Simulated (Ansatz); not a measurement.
**CH7NOSi (SMILES CO[SiH2]N): wB97X/cc-pVDZ**

What is the vertical singlet–triplet gap of CH7NOSi at wB97X/cc-pVDZ? 

The calculation is run with Ansatz 0.2.0.

123 further runs of the same task are left out: 123 set aside as unsound or not needed.

## Step 1: Starting point

CH7NOSi has 11 atoms, charge 0, and is taken as a singlet. As SMILES, `CO[SiH2]N`. Geometry: relaxed at PBE0-D4/def2-TZVP. This is one conformer, not always the lowest.

Bond lengths: C1–O2 1.407 Å, O2–Si3 1.648 Å, Si3–N4 1.701 Å, C1–H5 1.097 Å, C1–H6 1.091 Å, C1–H7 1.097 Å, Si3–H8 1.488 Å, Si3–H9 1.488 Å, N4–H10 1.007 Å, N4–H11 1.007 Å. Some angles: C1–O2–Si3 122.1°, O2–Si3–N4 112.5°, O2–C1–H5 111.7°, O2–C1–H6 108.5°, O2–C1–H7 111.7°, O2–Si3–H8 108.4°, O2–Si3–H9 108.6°, N4–Si3–H8 108.4°, N4–Si3–H9 108.2°, Si3–N4–H10 120.7°.

## Step 2: A single-point energy at wB97X/cc-pVDZ

The input, molecule.yaml:

```yaml
crystal:
  periodic: [false, false, false]
  atoms:
    - {symbol: C, position_ang: [-0.655300, 1.711900, 0.500200]}
    - {symbol: O, position_ang: [-0.610600, 0.508700, -0.227100]}
    - {symbol: Si, position_ang: [0.533800, -0.642700, 0.054300]}
    - {symbol: "N", position_ang: [0.344700, -2.006900, -0.943700]}
    - {symbol: H, position_ang: [0.258400, 2.302900, 0.362300]}
    - {symbol: H, position_ang: [-1.501500, 2.301200, 0.142400]}
    - {symbol: H, position_ang: [-0.790700, 1.531800, 1.573800]}
    - {symbol: H, position_ang: [0.421900, -1.079900, 1.472300]}
    - {symbol: H, position_ang: [1.874600, -0.055000, -0.212100]}
    - {symbol: H, position_ang: [-0.403400, -2.661100, -0.783300]}
    - {symbol: H, position_ang: [0.593600, -1.968000, -1.918400]}
basis:
  gaussian: {orbitals: cc-pVDZ}
hamiltonian: {xc: {name: wB97X}}
accuracy: high
output: {orbitals: {seedname: orbitals}}
```

Launch:

```
$ ansatz run molecule.yaml --threads 1 --pin off --max-ram 3480MiB --events-out events.jsonl --progress --plain --runs-dir runs
```

Output:

```text
Warning: RAYON_NUM_THREADS=1 ignored (pool sized by the plan → 1); use --threads N
Functional definition: wB97X
  name "wB97X"
  parameter omega = 0.3/bohr
  parameter cx = 0.157706
  parameter cx1 = 0.726479
  parameter cx2 = 1.04760
  parameter cx3 = -5.70635
  parameter cx4 = 13.2794
  parameter css1 = -4.33879
  parameter css2 = 18.2308
  parameter css3 = -31.7430
  parameter css4 = 17.2901
  parameter cos1 = 2.37031
  parameter cos2 = -11.3995
  parameter cos3 = 6.58405
  parameter cos4 = -3.78132
  exchange = spin_sum(e_x_unif_sr(omega)*poly(b97_u_x, 1 - cx, cx1, cx2, cx3, cx4)) + cx*exact_x_sr(omega)
      + exact_x_lr(omega)
  correlation = spin_sum(e_c_pw_same_spin*poly(b97_u_same, 1, css1, css2, css3, css4))
      + integral(e_c_pw_opposite_spin*poly(b97_u_opposite, 1, cos1, cos2, cos3, cos4))
2294 factors; integrals over basis functions are off by at most 6.4e-9 eV
403 factors; integrals over basis functions are off by at most 2.5e-9 eV
mean field evaluation 1: about -12560.4053 eV, gradient 5.2e1 eV
mean field evaluation 2: about -12560.9672 eV, gradient 5.0e1 eV
mean field evaluation 4: about -12565.5038 eV, gradient 2.2e0 eV
mean field evaluation 8: about -12565.6695 eV, gradient 8.6e-2 eV
mean field evaluation 16: about -12565.6695 eV, gradient 1.5e-5 eV
mean field -12565.66951327 eV, -461.7798372958 hartree, gradient 8.5e-9 eV, S^2 0.000000; 0 other end points of the search recorded, 0 dependent functions left out
reference -12565.66951000 eV, -461.7798371759 hartree; 21, 21 occupied and 74, 74 virtual orbitals, 2294 factors
Total energy: -12565.66951000 eV, -461.7798371759 hartree
```

Wall time 31 s (1 thread of Arm Neoverse V2, shared host); peak memory 0.57 GiB.

## Step 3: The triplet at the same level

The input, input.yaml:

```yaml
crystal:
  periodic: [false, false, false]
  atoms:
    - symbol: C
      position_ang: [-0.655300, 1.711900, 0.500200]
    - symbol: O
      position_ang: [-0.610600, 0.508700, -0.227100]
    - symbol: Si
      position_ang: [0.533800, -0.642700, 0.054300]
    - symbol: "N"
      position_ang: [0.344700, -2.006900, -0.943700]
    - symbol: H
      position_ang: [0.258400, 2.302900, 0.362300]
    - symbol: H
      position_ang: [-1.501500, 2.301200, 0.142400]
    - symbol: H
      position_ang: [-0.790700, 1.531800, 1.573800]
    - symbol: H
      position_ang: [0.421900, -1.079900, 1.472300]
    - symbol: H
      position_ang: [1.874600, -0.055000, -0.212100]
    - symbol: H
      position_ang: [-0.403400, -2.661100, -0.783300]
    - symbol: H
      position_ang: [0.593600, -1.968000, -1.918400]
basis:
  gaussian:
    orbitals: cc-pVDZ
magnetization:
  spin_polarized: true
  initial_magnetization: 2
hamiltonian:
  xc: {name: wB97X}
accuracy: high
output:
  orbitals: {seedname: orbitals}
```

Launch:

```
$ ansatz run input.yaml --threads 1 --pin off --max-ram 3480MiB --events-out events.jsonl --progress --plain --runs-dir runs
```

Output, cut to the lines that bear on the results:

```text
Warning: RAYON_NUM_THREADS=1 ignored (pool sized by the plan → 1); use --threads N
[... 2 set-up lines as earlier in the session ...]
[...]
      + exact_x_lr(omega)
[...]
      + integral(e_c_pw_opposite_spin*poly(b97_u_opposite, 1, cos1, cos2, cos3, cos4))
2294 factors; integrals over basis functions are off by at most 6.4e-9 eV
403 factors; integrals over basis functions are off by at most 2.5e-9 eV
[...]
mean field -12557.44714644 eV, -461.4776708883 hartree, gradient 1.8e-8 eV, S^2 2.008610; 6 other end points of the search recorded, 0 dependent functions left out
reference -12557.44714420 eV, -461.4776708059 hartree; 22, 20 occupied and 73, 75 virtual orbitals, 2294 factors
Total energy: -12557.44714420 eV, -461.4776708059 hartree
```

Wall time 1.9 min (1 thread of Arm Neoverse V2, shared host); peak memory 0.94 GiB.

## Step 4: What came out

At wB97X/cc-pVDZ:

```
                                        quantity          value
                           singlet: total energy  -461.77984 Eh
                            singlet: HOMO energy      -10.02 eV
                            singlet: LUMO energy        3.68 eV
                          singlet: HOMO–LUMO gap       13.70 eV
                           triplet: total energy  -461.47767 Eh
     triplet: HOMO energy (highest over α and β)       -1.96 eV
                                   triplet: ⟨S²⟩          2.009
vertical energy of the triplet above the singlet       8.222 eV
```

At this shape the triplet lies 8.22 eV (190 kcal/mol) above the singlet.
